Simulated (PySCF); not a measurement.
# C₅H₇FS: a tour of settings

Aim: see how C₅H₇FS (`C=CC[C@]1(F)CS1`) answers to the choice of functional, basis, grid and SCF options.

Programs: PySCF 2.14.0, with density-fitted response routines of our own. Each step states its level of theory. These are calculated values for one molecule, in the gas phase or a continuum, unless marked as measured. Atoms are numbered from 0 throughout.

## Step 1: Starting geometry

14 atoms, charge 0, multiplicity 1; geometry from: GFN2-xTB.

Bonds of the start (Å): C0–C1 1.32, C1–C2 1.50, C2–C3 1.51, C3–F4 1.36, C3–C5 1.48, C5–S6 1.81, S6–C3 1.81, C0–H7 1.08, C0–H8 1.08, C1–H9 1.08, C2–H10 1.09, C2–H11 1.09, C5–H12 1.08, C5–H13 1.08.

## Step 2: Shielding tensors: PBE0/pcSseg-1

What the job is given:

```
{"job": {"kind": "nmr", "xc": "PBE0", "basis": "pcSseg-1"}, "charge": 0, "multiplicity": 1}
C     -2.136783     0.556540     0.267287
C     -1.298255    -0.415222    -0.036230
C     -0.116642    -0.246207    -0.946037
C      1.161474    -0.521658    -0.189385
F      1.295610    -1.841398     0.118143
C      1.711041     0.427950     0.803252
S      2.681826     0.297871    -0.717995
H     -2.031268     1.548600    -0.141648
H     -2.973696     0.398516     0.925100
H     -1.418604    -1.405400     0.381958
H     -0.180885    -0.954147    -1.777035
H     -0.079199     0.766820    -1.347575
H      2.187246     0.019662     1.684672
H      1.197458     1.367600     0.953329
```

With the program's defaults for keys left out, this is: GIAO PBE0/pcSseg-1 NMR shielding, non-relativistic, gas phase.

On the command line:

```
> OMP_NUM_THREADS=1 python probes_run.py task.json out
```

One launch serves the whole session: the jobs run in the order shown.

Log:

```text
coarse grid: 12480 points
cycle   1  E = -692.0969687763  dE =  9.741e-01  |g| = 5.481e-01  |ddm| = 3.406e+00
cycle   2  E = -692.0502488799  dE =  4.672e-02  |g| = 7.746e-01  |ddm| = 9.311e-01
cycle   3  E = -692.1572611421  dE = -1.070e-01  |g| = 9.197e-02  |ddm| = 5.710e-01
cycle   4  E = -692.1590467656  dE = -1.786e-03  |g| = 3.563e-02  |ddm| = 1.129e-01
cycle   5  E = -692.1593398076  dE = -2.930e-04  |g| = 1.348e-02  |ddm| = 4.348e-02
cycle   6  E = -692.1593825978  dE = -4.279e-05  |g| = 2.792e-03  |ddm| = 1.463e-02
cycle   7  E = -692.1593842003  dE = -1.602e-06  |g| = 8.811e-04  |ddm| = 3.072e-03
final grid: 117000 points
cycle   8  E = -692.2110630723  dE = -3.254e-05  |g| = 1.023e-02  |ddm| = 2.724e-02
cycle   9  E = -692.2110320163  dE =  3.106e-05  |g| = 1.528e-02  |ddm| = 2.296e-02
cycle  10  E = -692.2110876853  dE = -5.567e-05  |g| = 1.592e-03  |ddm| = 1.523e-02
cycle  11  E = -692.2110883105  dE = -6.252e-07  |g| = 3.185e-04  |ddm| = 1.689e-03
cycle  12  E = -692.2110883310  dE = -2.050e-08  |g| = 1.467e-04  |ddm| = 3.846e-04
cycle  13  E = -692.2110883361  dE = -5.096e-09  |g| = 3.359e-05  |ddm| = 1.410e-04
cycle  14  E = -692.2110883364  dE = -2.831e-10  |g| = 6.904e-06  |ddm| = 3.948e-05
converged SCF energy = -692.2110883364

GIAO shielding tensors (ppm)
atom      isotropic    diamagn.    paramagn.     s11        s22        s33       span
  0 C       62.508     254.061    -191.553    -49.531     79.666    157.389    206.920
  1 C       42.992     256.404    -213.412    -81.059     46.852    163.185    244.244
  2 C      135.671     247.360    -111.689    111.348    139.719    155.947     44.599
  3 C       87.748     244.773    -157.026     38.272     77.864    147.108    108.836
  4 F      345.069     475.389    -130.320    292.891    319.881    422.436    129.545
  5 C      156.262     252.193     -95.932    127.006    161.015    180.764     53.758
  6 S      615.214    1054.619    -439.405    162.602    668.588   1014.453    851.851
  7 H       26.322      31.335      -5.013     22.461     25.823     30.683      8.222
  8 H       26.246      29.196      -2.950     23.284     25.267     30.188      6.904
  9 H       25.169      31.450      -6.280     22.261     24.321     28.925      6.664
 10 H       27.919      29.030      -1.111     24.442     27.446     31.870      7.427
 11 H       29.587      31.280      -1.693     24.711     29.604     34.448      9.737
 12 H       28.918      28.936      -0.017     23.724     25.803     37.228     13.505
 13 H       29.463      30.763      -1.300     24.967     25.978     37.443     12.476
```

Wall time 19 s (1 thread of Arm Neoverse V1, shared host); peak memory 0.73 GiB.

The references, computed at this level on geometries of the same kind, shield at (ppm): 1H TMS 31.72, 13C TMS 186.9, 19F CFCl3 170.9, 33S CS2 504. Their shielding less the atom's gives the shift. The references are single molecules in the gas phase, so shifts against H2O, NH3, PH3, H3PO4 or CFCl3 are not on the usual liquid scales and can be off by tens of ppm.

| atoms | environment | σ (ppm) | δ (ppm) | δ scaled to CDCl3 |
| --- | --- | --- | --- | --- |
| C1 | alkene CH | 43.0 | 143.9 | 138.6 |
| C0 | terminal =CH2 carbon | 62.5 | 124.4 | 119.5 |
| C3 | three-membered-ring carbon bearing a halogen | 87.7 | 99.2 | 90.5 |
| C2 | allylic sp3 CH2 | 135.7 | 51.3 | 48.1 |
| C5 | thiirane ring carbon | 156.3 | 30.7 | 23.6 |
| H9 | hydrogen on an alkene CH | 25.17 | 6.55 | 6.28 |
| H8 | hydrogen on a terminal =CH2 carbon | 26.25 | 5.47 | 5.26 |
| H7 | hydrogen on a terminal =CH2 carbon | 26.32 | 5.39 | 5.19 |
| H10 | hydrogen on an allylic sp3 CH2 | 27.92 | 3.80 | 3.69 |
| H12 | hydrogen on a thiirane ring carbon | 28.92 | 2.80 | 2.74 |
| H13 | hydrogen on a thiirane ring carbon | 29.46 | 2.25 | 2.23 |
| H11 | hydrogen on an allylic sp3 CH2 | 29.59 | 2.13 | 2.11 |
| F4 | fluorine on an sp3 carbon | 345.1 | -174.1 | – |
| S6 | sulfide sulfur | 615 | -111 | – |

The scaled column applies a straight-line fit of computed shieldings to shifts measured in CDCl3, with any fitted terms for Cl, Br or S neighbours, and one for carbons that bear F (root-mean-square error 0.16 ppm for H, 1.9 ppm for C).

The run also stored atomic charges by several schemes (e):

| atoms | Mulliken | IAO | Hirshfeld | ESP fit |
| --- | --- | --- | --- | --- |
| C0 | -0.14 | -0.32 | -0.10 | -0.55 |
| C1 | -0.24 | -0.13 | -0.04 | -0.05 |
| C2 | -0.12 | -0.28 | -0.08 | -0.11 |
| C3 | 0.05 | 0.26 | 0.10 | 0.21 |
| F4 | -0.28 | -0.29 | -0.09 | -0.19 |
| C5 | -0.20 | -0.34 | -0.08 | -0.26 |
| S6 | -0.05 | 0.00 | -0.06 | -0.16 |

Mayer bond orders: C0–C1 1.98, C1–C2 1.02, C2–C3 0.98, C3–F4 0.92, C3–C5 0.95, C5–S6 0.94, S6–C3 0.99.

Ring of atoms C3, C5, S6: NICS(0) -44.0, NICS(1) -7.6, NICS(1)zz -18.8 ppm (means of both faces; NICS(1) differs between them: -8.7 and -6.4).

The two faces differ (NICS(1)zz -21.5 and -16.1 ppm).

In rings of three or four atoms NICS is ruled by the nearby σ bonds, so it says little on aromaticity.

## Step 3: Excited states and response: PBE0/def2-SVPD

Same as in step 2 but for these lines:

```diff
@@ -1,2 +1,2 @@
-{"job": {"kind": "nmr", "xc": "PBE0", "basis": "pcSseg-1"}, "charge": 0, "multiplicity": 1}
+{"job": {"kind": "uv", "xc": "PBE0", "basis": "def2-SVPD", "nstates": 6, "ntriplets": 2}, "charge": 0, "multiplicity": 1}
 C     -2.136783     0.556540     0.267287
```

With the program's defaults for keys left out, this is: TDDFT PBE0/def2-SVPD, vertical, gas phase, core orbitals frozen in the response.

Log:

```text
coarse grid: 12480 points
cycle   1  E = -691.8066903718  dE =  9.122e-01  |g| = 5.111e-01  |ddm| = 6.381e+00
cycle   2  E = -691.7642994789  dE =  4.239e-02  |g| = 7.167e-01  |ddm| = 1.976e+00
cycle   3  E = -691.8621428625  dE = -9.784e-02  |g| = 8.905e-02  |ddm| = 1.226e+00
cycle   4  E = -691.8638871447  dE = -1.744e-03  |g| = 3.318e-02  |ddm| = 2.817e-01
cycle   5  E = -691.8641461643  dE = -2.590e-04  |g| = 1.313e-02  |ddm| = 9.420e-02
cycle   6  E = -691.8641886265  dE = -4.246e-05  |g| = 2.701e-03  |ddm| = 2.815e-02
cycle   7  E = -691.8641903137  dE = -1.687e-06  |g| = 7.087e-04  |ddm| = 6.414e-03
final grid: 117000 points
cycle   8  E = -691.9429425560  dE = -3.003e-05  |g| = 1.028e-02  |ddm| = 1.364e-01
cycle   9  E = -691.9429075316  dE =  3.502e-05  |g| = 1.561e-02  |ddm| = 5.039e-02
cycle  10  E = -691.9429683297  dE = -6.080e-05  |g| = 1.616e-03  |ddm| = 3.347e-02
cycle  11  E = -691.9429690080  dE = -6.783e-07  |g| = 3.147e-04  |ddm| = 4.285e-03
cycle  12  E = -691.9429690292  dE = -2.129e-08  |g| = 1.380e-04  |ddm| = 8.543e-04
cycle  13  E = -691.9429690338  dE = -4.576e-09  |g| = 3.417e-05  |ddm| = 3.116e-04
cycle  14  E = -691.9429690341  dE = -3.133e-10  |g| = 7.217e-06  |ddm| = 9.529e-05
converged SCF energy = -691.9429690341

Static polarisability (au): isotropic 79.325, principal 67.295 71.132 99.547

Singlet excitations
state   eV       nm        f      main configurations
  1   4.9155    252.2   0.00176   H->L 0.80, H->L+1 0.17
  2   5.9897    207.0   0.02479   H->L+1 0.79, H->L 0.17
  3   6.5512    189.3   0.03652   H->L+2 0.49, H->L+3 0.46
  4   6.6841    185.5   0.00466   H->L+3 0.49, H->L+2 0.38
  5   6.7469    183.8   0.09364   H-1->L 0.78, H-1->L+1 0.10
  6   7.0788    175.1   0.02610   H-2->L 0.76

Triplet excitations (Tamm-Dancoff, eV): 4.3958 4.5090
```

Wall time 37 s (1 thread of Arm Neoverse V1, shared host); peak memory 0.84 GiB.

Frontier orbitals and where they lie:

| orbital | eV | atoms |
| --- | --- | --- |
| HOMO−3 | -9.41 | S6 36 %, C5 29 %, C3 11 % |
| HOMO−2 | -8.65 | S6 31 %, C3 20 %, F4 15 % |
| HOMO−1 | -7.98 | C0 36 %, C1 34 %, C2 6 % |
| HOMO | -6.94 | S6 72 %, C5 10 %, C3 6 % |
| LUMO | -0.41 | S6 33 %, C1 14 %, C0 14 % |
| LUMO+1 | 0.12 | S6 26 %, C0 21 %, C1 18 % |
| LUMO+2 | 0.76 | S6 19 %, C0 15 %, H11 10 % |

With each of the 6 states as a Gaussian band of 0.4 eV half-width at 1/e, the curve within the window shown has maxima at 252 nm (ε 72), 184 nm (ε 5,700) L/(mol cm). Beyond the last state computed it falls off for lack of states. The curve at chosen wavelengths:

| nm | ε (L/mol/cm) |
| --- | --- |
| 168 | 944 |
| 173 | 2460 |
| 178 | 4422 |
| 182 | 5524 |
| 187 | 5462 |
| 192 | 4125 |
| 197 | 2679 |
| 201 | 1920 |
| 206 | 1398 |
| 211 | 1046 |
| 216 | 711 |
| 220 | 470 |
| 225 | 248 |
| 230 | 124 |
| 235 | 73 |
| 239 | 63 |
| 244 | 66 |
| 249 | 71 |
| 254 | 71 |
| 258 | 66 |
| 263 | 55 |
| 268 | 42 |
| 273 | 30 |
| 277 | 21 |
| 282 | 13 |
| 287 | 8 |

Further results of this job:

| property | computed |
| --- | --- |
| dipole moment (D) | 2.15 |
| polarisability (Å³) | 11.75 |
| HOMO–LUMO gap (eV) | 6.53 |
| −ε(HOMO) (eV) | 6.94 |

## Step 4: NMR shieldings: HSE06/pcSseg-1

Same as in step 3 but for these lines:

```diff
@@ -1,2 +1,2 @@
-{"job": {"kind": "uv", "xc": "PBE0", "basis": "def2-SVPD", "nstates": 6, "ntriplets": 2}, "charge": 0, "multiplicity": 1}
+{"job": {"kind": "nmr", "xc": "HSE06", "basis": "pcSseg-1", "pop": false, "scf": {"level_shift": 0.1}}, "charge": 0, "multiplicity": 1}
 C     -2.136783     0.556540     0.267287
```

Level: GIAO HSE06/pcSseg-1 NMR shielding, non-relativistic, gas phase.

Log:

```text
final grid: 117000 points
cycle   1  E = -692.1819266930  dE =  9.450e-01  |g| = 5.819e-01  |ddm| = 3.368e+00
cycle   2  E = -692.1452783292  dE =  3.665e-02  |g| = 7.818e-01  |ddm| = 9.948e-01
cycle   3  E = -692.2521026860  dE = -1.068e-01  |g| = 8.652e-02  |ddm| = 4.535e-01
cycle   4  E = -692.2540147166  dE = -1.912e-03  |g| = 2.578e-02  |ddm| = 1.077e-01
cycle   5  E = -692.2541326947  dE = -1.180e-04  |g| = 8.099e-03  |ddm| = 2.696e-02
cycle   6  E = -692.2541431343  dE = -1.044e-05  |g| = 2.458e-03  |ddm| = 7.578e-03
cycle   7  E = -692.2541444871  dE = -1.353e-06  |g| = 6.809e-04  |ddm| = 2.509e-03
cycle   8  E = -692.2541445721  dE = -8.496e-08  |g| = 2.169e-04  |ddm| = 5.950e-04
cycle   9  E = -692.2541445816  dE = -9.478e-09  |g| = 5.308e-05  |ddm| = 1.706e-04
cycle  10  E = -692.2541445823  dE = -6.837e-10  |g| = 1.412e-05  |ddm| = 6.617e-05
level shift removed, Fock matrix diagonalised once more
converged SCF energy = -692.2541445823

GIAO shielding tensors (ppm)
atom      isotropic    diamagn.    paramagn.     s11        s22        s33       span
  0 C       61.730     254.061    -192.332    -50.364     78.928    156.626    206.990
  1 C       42.047     256.410    -214.363    -82.133     45.838    162.436    244.569
  2 C      134.743     247.424    -112.681    110.273    138.834    155.120     44.847
  3 C       86.682     244.798    -158.115     36.898     76.883    146.266    109.367
  4 F      344.200     475.472    -131.272    291.721    319.006    421.873    130.152
  5 C      155.449     252.237     -96.788    126.098    160.141    180.108     54.010
  6 S      611.624    1054.587    -442.963    157.672    664.558   1012.642    854.969
  7 H       26.340      31.371      -5.031     22.490     25.844     30.686      8.196
  8 H       26.267      29.206      -2.939     23.317     25.286     30.196      6.879
  9 H       25.182      31.465      -6.283     22.267     24.335     28.943      6.676
 10 H       27.916      29.025      -1.110     24.457     27.465     31.825      7.368
 11 H       29.589      31.327      -1.738     24.723     29.612     34.432      9.708
 12 H       28.917      28.956      -0.039     23.731     25.825     37.194     13.463
 13 H       29.459      30.818      -1.359     24.978     25.986     37.413     12.435
```

Wall time 37 s (1 thread of Arm Neoverse V1, shared host); peak memory 0.89 GiB.

This run: δ C1 144.2, C0 124.5, C3 99.5, C2 51.5, H9 6.54, H8 5.45 ppm.

## Step 5: NMR shieldings: LC-wPBE/ANO-RCC-VDZP in tetrahydrofuran

Same as in step 4 but for these lines:

```diff
@@ -1,2 +1,2 @@
-{"job": {"kind": "nmr", "xc": "HSE06", "basis": "pcSseg-1", "pop": false, "scf": {"level_shift": 0.1}}, "charge": 0, "multiplicity": 1}
+{"job": {"kind": "nmr", "xc": "LC-wPBE", "basis": "ANO-RCC-VDZP", "solvent": "tetrahydrofuran", "pop": true, "scf": {"aux": "def2-qzvpp-jkfit"}}, "charge": 0, "multiplicity": 1}
 C     -2.136783     0.556540     0.267287
```

Method: GIAO LC-wPBE/ANO-RCC-VDZP NMR shielding, non-relativistic, IEF-PCM tetrahydrofuran.

Log:

```text
final grid: 117000 points
cycle   1  E = -692.1672995133  dE =  1.371e+00  |g| = 6.402e-01  |ddm| = 5.167e+00
cycle   2  E = -692.1782076972  dE = -1.091e-02  |g| = 6.935e-01  |ddm| = 1.063e+00
cycle   3  E = -692.2680980408  dE = -8.989e-02  |g| = 5.184e-02  |ddm| = 4.772e-01
cycle   4  E = -692.2688391891  dE = -7.411e-04  |g| = 3.174e-02  |ddm| = 8.837e-02
cycle   5  E = -692.2690933113  dE = -2.541e-04  |g| = 7.587e-03  |ddm| = 4.169e-02
cycle   6  E = -692.2691176261  dE = -2.431e-05  |g| = 1.862e-03  |ddm| = 1.335e-02
cycle   7  E = -692.2691211384  dE = -3.512e-06  |g| = 9.590e-04  |ddm| = 7.158e-03
cycle   8  E = -692.2691216267  dE = -4.883e-07  |g| = 3.002e-04  |ddm| = 2.392e-03
cycle   9  E = -692.2691216796  dE = -5.293e-08  |g| = 9.367e-05  |ddm| = 8.689e-04
cycle  10  E = -692.2691216843  dE = -4.676e-09  |g| = 2.679e-05  |ddm| = 2.334e-04
cycle  11  E = -692.2691216849  dE = -5.400e-10  |g| = 7.652e-06  |ddm| = 9.138e-05
converged SCF energy = -692.2691216849

GIAO shielding tensors (ppm)
atom      isotropic    diamagn.    paramagn.     s11        s22        s33       span
  0 C       71.375     249.186    -177.811    -42.579     84.818    171.885    214.465
  1 C       52.930     247.108    -194.178    -73.624     56.227    176.187    249.811
  2 C      149.348     244.080     -94.732    126.773    153.485    167.785     41.012
  3 C       95.928     238.222    -142.294     47.495     83.226    157.062    109.567
  4 F      375.136     469.412     -94.276    321.559    360.317    443.532    121.973
  5 C      167.079     242.353     -75.274    135.083    178.198    187.956     52.873
  6 S      675.695    1066.882    -391.187    238.425    742.377   1046.283    807.857
  7 H       26.063      32.800      -6.737     21.838     25.805     30.546      8.708
  8 H       26.047      30.343      -4.296     22.709     25.543     29.889      7.180
  9 H       25.043      31.270      -6.226     21.938     24.520     28.672      6.734
 10 H       28.131      29.384      -1.253     24.201     27.629     32.563      8.362
 11 H       29.358      32.370      -3.011     24.234     29.399     34.442     10.208
 12 H       28.837      29.442      -0.605     23.444     25.624     37.445     14.002
 13 H       29.248      31.430      -2.182     24.443     25.803     37.498     13.054
```

It took 46 s on 1 thread of Arm Neoverse V1, shared host; peak memory 0.8 GiB.

Key values: σ C1 52.9, C0 71.4, C3 95.9, C2 149.3, H9 25.04, H8 26.05 ppm.

## Step 6: TDDFT and polarisability: wB97X-D/6-31G*

Same as in step 5 but for these lines:

```diff
@@ -1,2 +1,2 @@
-{"job": {"kind": "nmr", "xc": "LC-wPBE", "basis": "ANO-RCC-VDZP", "solvent": "tetrahydrofuran", "pop": true, "scf": {"aux": "def2-qzvpp-jkfit"}}, "charge": 0, "multiplicity": 1}
+{"job": {"kind": "uv", "xc": "wB97X-D", "basis": "6-31G*", "nstates": 1, "ntriplets": 2, "tda": false, "scf": {"guess": "sap"}}, "charge": 0, "multiplicity": 1}
 C     -2.136783     0.556540     0.267287
```

Method: TDDFT wB97X-D/6-31G*, vertical, gas phase, core orbitals frozen in the response.

Log:

```text
final grid: 117000 points
cycle   1  E = -634.7283014240  dE =  5.124e+01  |g| = 1.055e+01  |ddm| = 2.598e+01
cycle   2  E = -413.3845078092  dE =  2.213e+02  |g| = 1.874e+01  |ddm| = 4.964e+01
cycle   3  E = -670.8293187766  dE = -2.574e+02  |g| = 7.442e+00  |ddm| = 4.234e+01
cycle   4  E = -656.1299012211  dE =  1.470e+01  |g| = 7.625e+00  |ddm| = 5.083e+01
cycle   5  E = -685.3777414130  dE = -2.925e+01  |g| = 3.793e+00  |ddm| = 5.088e+01
cycle   6  E = -692.2197473733  dE = -6.842e+00  |g| = 1.119e+00  |ddm| = 8.290e+00
cycle   7  E = -692.4319453704  dE = -2.122e-01  |g| = 9.834e-01  |ddm| = 1.833e+00
cycle   8  E = -692.5842700622  dE = -1.523e-01  |g| = 2.269e-01  |ddm| = 7.482e-01
cycle   9  E = -692.6000527104  dE = -1.578e-02  |g| = 9.048e-02  |ddm| = 2.519e-01
cycle  10  E = -692.6022738484  dE = -2.221e-03  |g| = 4.098e-02  |ddm| = 1.460e-01
cycle  11  E = -692.6026657849  dE = -3.919e-04  |g| = 6.986e-03  |ddm| = 4.719e-02
cycle  12  E = -692.6026820387  dE = -1.625e-05  |g| = 3.848e-03  |ddm| = 1.083e-02
cycle  13  E = -692.6026857798  dE = -3.741e-06  |g| = 9.318e-04  |ddm| = 4.695e-03
cycle  14  E = -692.6026861338  dE = -3.540e-07  |g| = 3.720e-04  |ddm| = 2.274e-03
cycle  15  E = -692.6026861912  dE = -5.743e-08  |g| = 1.208e-04  |ddm| = 8.310e-04
cycle  16  E = -692.6026862008  dE = -9.613e-09  |g| = 5.145e-05  |ddm| = 4.294e-04
cycle  17  E = -692.6026862019  dE = -1.044e-09  |g| = 2.065e-05  |ddm| = 8.800e-05
cycle  18  E = -692.6026862023  dE = -4.206e-10  |g| = 4.782e-06  |ddm| = 9.953e-05
converged SCF energy = -692.6026862023

Static polarisability (au): isotropic 64.392, principal 49.983 58.184 85.009

Singlet excitations
state   eV       nm        f      main configurations
  1   5.1272    241.8   0.00066   H->L 0.71, H->L+1 0.26

Triplet excitations (Tamm-Dancoff, eV): 4.6359 4.7231
```

Wall time 16 s (1 thread of Arm Neoverse V1, shared host); peak memory 0.66 GiB.

Key values: HOMO -8.57 eV, LUMO 1.91 eV; lowest singlet 5.13 eV.

## Step 7: Run by run: NMR shifts

Isotropic shieldings (ppm) of some atoms, chosen among heavy atoms and hydrogens apart, with basis size and wall time:

| run | C1 | C2 | C5 | H7 | H11 | F4 | S6 | functions | time |
| --- | --- | --- | --- | --- | --- | --- | --- | --- | --- |
| PBE0/pcSseg-1 | 43.0 | 135.7 | 156.3 | 26.32 | 29.59 | 345.1 | 615 | 161 | 19 s |
| HSE06/pcSseg-1 | 42.0 | 134.7 | 155.4 | 26.34 | 29.59 | 344.2 | 612 | 161 | 37 s |
| LC-wPBE/ANO-RCC-VDZP in tetrahydrofuran | 52.9 | 149.3 | 167.1 | 26.06 | 29.36 | 375.1 | 676 | 137 | 46 s |

## Step 8: Side by side: electronic excitations

Excitations and ground-state properties, with basis size and wall time:

| run | lowest singlet (eV) | brightest (eV) | f | gap (eV) | α (Å³) | μ (D) | functions | time |
| --- | --- | --- | --- | --- | --- | --- | --- | --- |
| PBE0/def2-SVPD | 4.92 | 6.75 | 0.094 | 6.53 | 11.75 | 2.15 | 206 | 37 s |
| wB97X-D/6-31G* | 5.13 | 5.13 | 0.001 | 10.48 | 9.54 | 2.25 | 116 | 16 s |

## Step 9: Outcome

| quantity | value |
| --- | --- |
| 13C shifts against TMS (PBE0/pcSseg-1) | 143.9, 124.4, 99.2, 51.3, 30.7 ppm |
| 1H shifts against TMS (PBE0/pcSseg-1) | 6.55, 5.47, 5.39, 3.80, 2.80, 2.25, 2.13 ppm |
| 19F shifts against CFCl3 (PBE0/pcSseg-1) | -174.1 ppm |
| 33S shifts against CS2 (PBE0/pcSseg-1) | -111 ppm |
| lowest singlet (PBE0/def2-SVPD) | 4.92 eV (252 nm), f = 0.002 |
| brightest single state of those computed | state 5, 6.75 eV, f = 0.094 |
| lowest triplet | 4.40 eV |
| range of the shielding of S6 | 612 to 676 ppm |
| range of the lowest singlet | 4.92 to 5.13 eV |

**Reading.** Single values in the summary come from the first run of each kind that ended normally (PBE0/pcSseg-1; PBE0/def2-SVPD), which need not be the best level. The most deshielded carbon is C1 (alkene CH), at 143.9 ppm: an sp2 carbon of a C=C bond. The most deshielded hydrogen is H9 (hydrogen on an alkene CH), at 6.55 ppm: olefinic region. At PBE0/pcSseg-1: Shielding is most anisotropic at S6 (span 852 ppm, paramagnetic term -439 ppm). The first singlet state (HOMO→LUMO 0.80, HOMO→LUMO+1 0.17) lies at 4.92 eV and is weak; of the 6 states computed, the strongest absorption comes from state 5 at 6.75 eV. The lowest triplet lies 0.52 eV below the lowest singlet (triplets in Tamm-Dancoff, singlets in full TDDFT). Across the 3 runs the shielding of S6 moves most, between 612 (HSE06/pcSseg-1) and 676 ppm (LC-wPBE/ANO-RCC-VDZP in tetrahydrofuran). The lowest singlet runs from 4.92 eV (PBE0/def2-SVPD) to 5.13 eV (wB97X-D/6-31G*), while the orbital gap spans 6.53 to 10.48 eV. The lowest state need not be the same one in every run. The runs solved for a few states only, so the brightest column depends on that window.
